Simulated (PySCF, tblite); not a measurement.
# C₁₀H₇Cl: excited states

Wanted: excited states for C₁₀H₇Cl (`Clc1ccc2cccc-2cc1`).

Computed with tblite 0.8.0 and PySCF 2.14.0 and routines of our own; the level stands in each step. Atoms count from 0.

## 1. The starting structure

18 atoms, charge 0, multiplicity 1; geometry from: force field or distance geometry start.

## 2. Geometry optimisation with GFN2-xTB

Job settings and geometry (Å):

```
{"job": {"kind": "relax", "xc": "GFN2-xTB", "basis": "xTB"}, "charge": 0, "multiplicity": 1}
Cl     4.052000    -0.772700    -0.579300
C      2.337900    -0.424700    -0.340300
C      2.037900     0.806500     0.087200
C      0.734300     1.399700     0.365000
C     -0.466200     0.804300     0.296800
C     -1.724700     1.466100     0.597900
C     -2.690600     0.568200     0.394800
C     -2.093600    -0.678600    -0.037400
C     -0.753800    -0.566600    -0.114200
C      0.123800    -1.620200    -0.515300
C      1.461200    -1.550300    -0.610100
H      2.842400     1.512500     0.238700
H      0.775500     2.433100     0.705500
H     -1.833800     2.485200     0.927000
H     -3.753200     0.730200     0.537400
H     -2.683600    -1.562900    -0.257200
H     -0.344600    -2.561600    -0.773500
H      1.970300    -2.461800    -0.934900
```

On the command line:

```
OMP_NUM_THREADS=1 python excited_run.py task.json out
```

One launch serves the whole session: the jobs run in the order shown.

Log:

```text
step      E/eV     max force
  0    -801.73126    2.282
  1    -801.96293    0.987
  2    -802.01448    0.546
  3    -802.03659    0.382
  4    -802.06137    0.252
  5    -802.06844    0.215
  6    -802.07294    0.146
  7    -802.07580    0.159
  8    -802.07743    0.111
  9    -802.07799    0.052
 10    -802.07823    0.033
 11    -802.07840    0.037
 12    -802.07852    0.026
 13    -802.07858    0.014
 14    -802.07861    0.014
 15    -802.07864    0.014
 16    -802.07867    0.015
 17    -802.07869    0.012
 18    -802.07871    0.008
```

Wall time 0.21 s (1 thread of Intel Xeon Platinum 8488C, shared host).

The steps of the relaxation:

```csv
step,energy from step 0 (eV),largest force (eV/Å)
0,0.0000,2.2820
1,-0.2317,0.9868
2,-0.2832,0.5455
3,-0.3053,0.3819
4,-0.3301,0.2521
5,-0.3372,0.2151
6,-0.3417,0.1462
7,-0.3445,0.1592
8,-0.3462,0.1106
9,-0.3467,0.0516
10,-0.3470,0.0332
11,-0.3471,0.0373
12,-0.3473,0.0265
13,-0.3473,0.0139
14,-0.3474,0.0137
15,-0.3474,0.0140
16,-0.3474,0.0146
17,-0.3474,0.0117
18,-0.3474,0.0084
```

Distances of close pairs at the start and the end, largest changes first:

```csv
bond,before (Å),after (Å),change (Å)
C2–C3,1.459,1.386,-0.073
C1–C10,1.452,1.390,-0.062
C5–C6,1.334,1.392,+0.058
C4–C5,1.453,1.397,-0.057
C6–C7,1.448,1.392,-0.057
C1–C2,1.337,1.390,+0.052
C7–C8,1.347,1.396,+0.049
C8–C9,1.429,1.382,-0.047
```

The end geometry stands in the next job.

## 3. Vibrational analysis with GFN2-xTB

Job settings and geometry (Å):

```
{"job": {"kind": "ir", "xc": "GFN2-xTB", "basis": "xTB"}, "charge": 0, "multiplicity": 1}
Cl     4.011728    -0.765454    -0.576860
C      2.319809    -0.442179    -0.333226
C      2.032310     0.847851     0.096132
C      0.792344     1.400713     0.372645
C     -0.457117     0.815496     0.292332
C     -1.675327     1.432480     0.584868
C     -2.703550     0.515671     0.384798
C     -2.168740    -0.698055    -0.036778
C     -0.780111    -0.576838    -0.115178
C      0.100421    -1.570037    -0.499471
C      1.481043    -1.517537    -0.599939
H      2.887802     1.496862     0.228980
H      0.802262     2.435143     0.696781
H     -1.793591     2.449473     0.911183
H     -3.750583     0.713505     0.532836
H     -2.726727    -1.586894    -0.266294
H     -0.353909    -2.519811    -0.758309
H      1.973177    -2.424073    -0.926158
```

Log:

```text
mode    cm-1     km/mol
  1      76.4      0.21
  2     140.9      0.00
  3     232.6      2.16
  4     245.8      0.34
  5     289.6      1.13
  6     322.5      0.34
  7     330.3      5.80
  8     387.5      0.01
  9     524.2      1.57
 10     543.9      0.03
 11     566.6      7.39
 12     576.9      0.01
 13     682.5      0.00
 14     707.9      2.93
 15     718.8      0.93
 16     779.9      3.89
 17     806.6      0.01
 18     814.8     41.66
 19     815.5      7.87
 20     838.9      0.01
 21     871.3      2.26
 22     876.9     14.98
 23     917.0      0.37
 24     917.2      2.37
 25    1018.2     54.60
 26    1055.3      9.14
 27    1080.6      3.82
 28    1093.0      0.05
 29    1178.8      1.25
 30    1206.9      6.50
 31    1241.5      2.67
 32    1288.2      0.37
 33    1312.3      0.01
 34    1350.0      3.71
 35    1379.0     53.36
 36    1417.1      0.41
 37    1444.6      6.35
 38    1510.4      6.94
 39    1522.3     92.81
 40    1583.4     11.09
 41    1587.9    239.62
 42    3043.0     20.56
 43    3044.3     18.80
 44    3069.9      8.14
 45    3072.9     16.48
 46    3124.3     17.73
 47    3138.4     52.93
 48    3144.6     53.84
```

Wall time 0.92 s (1 thread of Intel Xeon Platinum 8488C, shared host).

Which atoms move in the most intense modes:

```csv
cm⁻¹,km/mol,atoms
815,41.7,"H17 25 %, H11 23 %"
1018,54.6,C1 46 %
1379,53.4,"C8 22 %, C4 22 %, H16 18 %, H12 17 %"
1522,92.8,"C10 22 %, C2 20 %"
1588,239.6,"C9 26 %, C8 23 %, C3 21 %, C4 17 %"
3043,20.6,H16 89 %
3138,52.9,"H13 61 %, H15 29 %"
3145,53.8,"H15 55 %, H13 18 %, H14 18 %"
```

## 4. Excited states: TDA B3LYP/def2-SVP

The job, as its differences from that of step 3:

```diff
@@ -1,2 +1,2 @@
-{"job": {"kind": "ir", "xc": "GFN2-xTB", "basis": "xTB"}, "charge": 0, "multiplicity": 1}
+{"job": {"kind": "states", "xc": "B3LYP", "basis": "def2-SVP", "tda": true, "soc": true, "nstates": 5, "ntriplets": 5, "nquad": 4}, "charge": 0, "multiplicity": 1}
 Cl     4.011728    -0.765454    -0.576860
```

With the program's defaults for keys left out, this is: TDA B3LYP/def2-SVP excited states, vertical, gas phase, spin-orbit mean-field couplings.

Log:

```text
coarse grid: 16824 points
cycle   1  E = -844.8335453963  dE =  1.997e+00  |g| = 4.795e-01  |ddm| = 5.968e+00
cycle   2  E = -844.6430521629  dE =  1.905e-01  |g| = 9.101e-01  |ddm| = 1.785e+00
cycle   3  E = -844.8788853987  dE = -2.358e-01  |g| = 2.642e-01  |ddm| = 1.439e+00
cycle   4  E = -844.9019401415  dE = -2.305e-02  |g| = 5.172e-02  |ddm| = 4.303e-01
cycle   5  E = -844.9024948235  dE = -5.547e-04  |g| = 2.865e-02  |ddm| = 1.007e-01
cycle   6  E = -844.9026992333  dE = -2.044e-04  |g| = 7.505e-03  |ddm| = 4.525e-02
cycle   7  E = -844.9027145071  dE = -1.527e-05  |g| = 1.565e-03  |ddm| = 1.114e-02
cycle   8  E = -844.9027151362  dE = -6.290e-07  |g| = 4.017e-04  |ddm| = 2.667e-03
final grid: 161432 points
cycle   9  E = -845.0276698712  dE = -4.121e-05  |g| = 5.743e-03  |ddm| = 5.435e-02
cycle  10  E = -845.0276651483  dE =  4.723e-06  |g| = 6.983e-03  |ddm| = 1.971e-02
cycle  11  E = -845.0276791311  dE = -1.398e-05  |g| = 9.997e-04  |ddm| = 1.225e-02
cycle  12  E = -845.0276793940  dE = -2.629e-07  |g| = 3.304e-04  |ddm| = 1.693e-03
cycle  13  E = -845.0276794165  dE = -2.257e-08  |g| = 1.678e-04  |ddm| = 6.317e-04
cycle  14  E = -845.0276794238  dE = -7.232e-09  |g| = 6.440e-05  |ddm| = 2.892e-04
cycle  15  E = -845.0276794252  dE = -1.430e-09  |g| = 1.410e-05  |ddm| = 1.098e-04
cycle  16  E = -845.0276794252  dE = -4.206e-11  |g| = 5.473e-06  |ddm| = 2.221e-05
converged SCF energy = -845.0276794252

Singlet excitations
state   eV       nm        f     d(h-e)  d(exc)  Lambda  PR(NTO)  |dmu|/D   mu/D   main configurations
  1   2.5192   492.2   0.01018   1.051   3.362   0.539   1.099    1.625    2.074   H->L 0.95
  2   3.7601   329.7   0.00285   0.900   3.529   0.831   2.052    1.357    1.806   H-1->L 0.51, H->L+1 0.47
  3   4.6783   265.0   0.07082   0.257   3.510   0.700   1.543    0.045    0.404   H-1->L+1 0.78, H-4->L 0.16
  4   5.4236   228.6   0.00000   3.322   4.304   0.255   1.001    8.140    7.691   H-3->L 0.99
  5   5.4764   226.4   0.98793   1.680   3.835   0.743   1.697                     H-2->L 0.50, H-1->L 0.22, H->L+1 0.18

Triplet excitations (Tamm-Dancoff)
state   eV     d(h-e)  d(exc)  Lambda  PR(NTO)   main configurations
  1   2.0767   0.982   3.361   0.531   1.005   H->L 1.00
  2   2.4747   0.519   3.249   0.832   2.057   H->L+1 0.53, H-1->L 0.44
  3   2.7401   0.627   3.430   0.834   1.985   H-1->L 0.54, H->L+1 0.45
  4   3.7292   0.357   3.488   0.701   1.033   H-1->L+1 0.98
  5   4.6724   0.187   2.943   0.725   1.083   H-4->L 0.96
S1 - T1 = 0.4425 eV

Spin-orbit couplings |<S|Hso|T>| (cm-1)
             T1       T2       T3       T4       T5
S0        0.014    0.005    0.011    0.179    0.270
S1        0.000    0.026    0.013    0.001    0.009
S2        0.032    0.002    0.001    0.028    0.042
S3        0.003    0.036    0.022    0.001    0.004
S4        1.911   52.884   62.325    0.117    0.413
S5        0.183    0.122    0.133    0.023    0.083
T1 sublevels (cm-1): 0.000 0.000 0.000   radiative rates (1/s): 0.00319 6.81e-05 0.00272
```

Wall time 45 s (1 thread of Intel Xeon Platinum 8488C, shared host); peak memory 0.86 GiB.

From this job:

```csv
quantity,value
S1 less T1,0.44 eV
```

## 5. What came out

| quantity | value |
| --- | --- |
| strongest single infrared mode (GFN2-xTB) | 1588 cm⁻¹, 240 km/mol |
| zero-point energy (GFN2-xTB) | 82.8 kcal/mol |
| S1 less T1 (step 4, TDA B3LYP/def2-SVP) | 0.44 eV |

**Reading.** All 48 modes are real, so the xTB geometry is a minimum. The strongest single mode, at 1588 cm⁻¹, is spread over several atoms, C9, C8, C3, C4 among them. Unscaled tight-binding wavenumbers are off by several per cent, some by more. Its intensities can rank the bands wrongly. In step 4, the number of triplets below S1 is 2, and the largest singlet-triplet spin-orbit coupling is S4–T3, 62.33 cm⁻¹.
